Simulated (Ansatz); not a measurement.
# CH₄S₂Si: basis-set convergence

One table from this session's results is given with a row withheld; the runs are named, their logs left out.

The runs use Ansatz 0.2.0, Gaussian basis; one geometry, several basis sets.

The runs, in order: PBE0-D4/def2-SVP; ωB97M-V/def2-SVP; PBE0-D4/def2-QZVPP; ωB97M-V/def2-QZVPP; the functionals' def2-TZVPP values are taken from earlier runs.

**Structure used throughout**

An earlier PBE0-D4 in a triple-zeta def2 set relaxation fixed the geometry.

SMILES `S=C[SiH2]S`, 8 atoms, charge 0, spin multiplicity 1.

Atoms are counted from 1 here; the program's logs count them from 0.

Bond lengths: S1–C2 1.611 Å, C2–Si3 1.877 Å, C2–H5 1.094 Å, Si3–S4 2.136 Å, Si3–H6 1.480 Å, Si3–H7 1.485 Å, S4–H8 1.344 Å. Angles: S1–C2–Si3 122.6°, S1–C2–H5 119.3°, Si3–C2–H5 118.1°, C2–Si3–S4 109.2°, C2–Si3–H6 108.4°, C2–Si3–H7 110.2°, S4–Si3–H6 112.7°, S4–Si3–H7 104.3°, H6–Si3–H7 112.0°, Si3–S4–H8 94.1°.

Set-up of the first run:

The input, in.yaml:

```yaml
crystal:
  periodic: [false, false, false]
  atoms:
    - {symbol: S, position_ang: [-1.276617, 0.832279, -2.003167]}
    - {symbol: C, position_ang: [0.073065, 0.400919, -1.235944]}
    - {symbol: Si, position_ang: [0.200304, 0.351808, 0.636126]}
    - {symbol: S, position_ang: [0.464701, -1.671055, 1.269230]}
    - {symbol: H, position_ang: [0.944083, 0.088343, -1.820358]}
    - {symbol: H, position_ang: [-1.017425, 0.973031, 1.203241]}
    - {symbol: H, position_ang: [1.437311, 1.040572, 1.085489]}
    - {symbol: H, position_ang: [-0.733122, -2.072998, 0.809586]}
basis:
  gaussian: {orbitals: def2-SVP}
hamiltonian: {xc: pbe0, dispersion: d4}
output: {orbitals: {seedname: orbitals}}
```

The run is started by

```
ansatz run in.yaml --threads 2 --pin off --events-out ev --progress --plain --max-ram 4352MiB
```

Among the steps run: PBE0-D4 in def2-SVP; ωB97M-V in def2-SVP; PBE0-D4 in def2-QZVPP; ωB97M-V in def2-QZVPP.

One table of the session follows, with a row left open; its other results are not shown here.

It belongs to the step «Functionals by basis». 

| functional | basis | HOMO (eV) | LUMO (eV) |
| --- | --- | --- | --- |
| PBE0-D4 | def2-SVP | ? | ? |
| PBE0-D4 | def2-TZVPP | -6.57 | -2.96 |
| PBE0-D4 | def2-QZVPP | -6.61 | -2.99 |
| ωB97M-V | def2-SVP | -8.60 | -0.58 |
| ωB97M-V | def2-TZVPP | -8.75 | -0.80 |
| ωB97M-V | def2-QZVPP | -8.80 | -0.86 |

**Question.** Estimate the row for PBE0-D4, def2-SVP.

**Answer.** HOMO (eV): -6.44; LUMO (eV): -2.82. In the column «HOMO (eV)» it is the highest.
